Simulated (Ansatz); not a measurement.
I need a polarisability from point charges of CH4AlNO, SMILES [NH2][AlH][CH]=O. Use the Ansatz DFT code, driven from Python. Use (for the species named): Hartree-Fock, def2-SVPD basis, multiplicity 1.

```yaml
atoms:
  - { symbol: N, position_ang: [-0.5350, 1.3969, -0.8968] }
  - { symbol: Al, position_ang: [0.6151, 0.4222, 0.1724] }
  - { symbol: C, position_ang: [0.1363, -1.4230, 0.6526] }
  - { symbol: O, position_ang: [-0.8021, -1.9100, 0.2781] }
  - { symbol: H, position_ang: [-0.7251, 0.8925, -1.8072] }
  - { symbol: H, position_ang: [-1.5001, 1.4718, -0.4092] }
  - { symbol: H, position_ang: [2.0140, 1.0783, 0.6804] }
  - { symbol: H, position_ang: [0.8890, -1.9858, 1.2738] }
```

`field_ch4alno.py`:
```python
"""Dipole of CH4AlNO in the field of point charges."""

import ansatz as az
import numpy as np

geometry_ang = [
    ("N", [-0.535, 1.3969, -0.8968]),
    ("Al", [0.6151, 0.4222, 0.1724]),
    ("C", [0.1363, -1.423, 0.6526]),
    ("O", [-0.8021, -1.91, 0.2781]),
    ("H", [-0.7251, 0.8925, -1.8072]),
    ("H", [-1.5001, 1.4718, -0.4092]),
    ("H", [2.014, 1.0783, 0.6804]),
    ("H", [0.889, -1.9858, 1.2738]),
]
system = az.Crystal.molecule()
for symbol, xyz in geometry_ang:
    system = system.atom(symbol, xyz)

calculation = (
    system.calculation()
    .basis(gaussian="def2-SVPD")
    .functional("HF")
    .forces()
)
# charges +q and -q at -R and +R make a nearly even field 2 k q / R^2 at the centre
centre = np.mean([site.position_ang for site in system.cartesian_sites], axis=0)
field = 2 * 14.399645 * 4.0 / 30.0 ** 2


def dipole(axis, sign):
    arm = 30.0 * np.eye(3)[axis]
    pair = [{"charge": sign * 4.0, "position_ang": (centre - arm).tolist()}, {"charge": -sign * 4.0, "position_ang": (centre + arm).tolist()}]
    deck = calculation.input().set(az.key.basis.gaussian.point_charges, pair)
    return np.array(az.Session.from_dict(deck).plan().execute().report["charge_distribution"]["dipole_moment_e_ang"])


print(f"field {field:.4f} V/A")
alpha = np.array([(dipole(axis, 1) - dipole(axis, -1)) / (2 * field) * 14.399645 for axis in range(3)])
print("polarisability tensor (A^3)")
print(np.array2string(alpha, precision=3, suppress_small=True))
print(f"mean {np.trace(alpha) / 3:.3f} A^3 = {np.trace(alpha) / 3 / 0.14818471:.2f} bohr^3")
```

```console
$ python field_ch4alno.py
field 0.1280 V/A
polarisability tensor (A^3)
[[ 7.075  0.299  0.76 ]
 [ 0.299  7.374 -0.535]
 [ 0.762 -0.529  6.094]]
mean 6.848 A^3 = 46.21 bohr^3
```

The geometry is a force-field or estimated start, not a minimum of this method, and the basis set is short of its limit. The field of two point charges is only nearly even. It ran for 14 s on 1 thread of Arm Neoverse V1, on a shared host, peak memory 0.29 GiB.
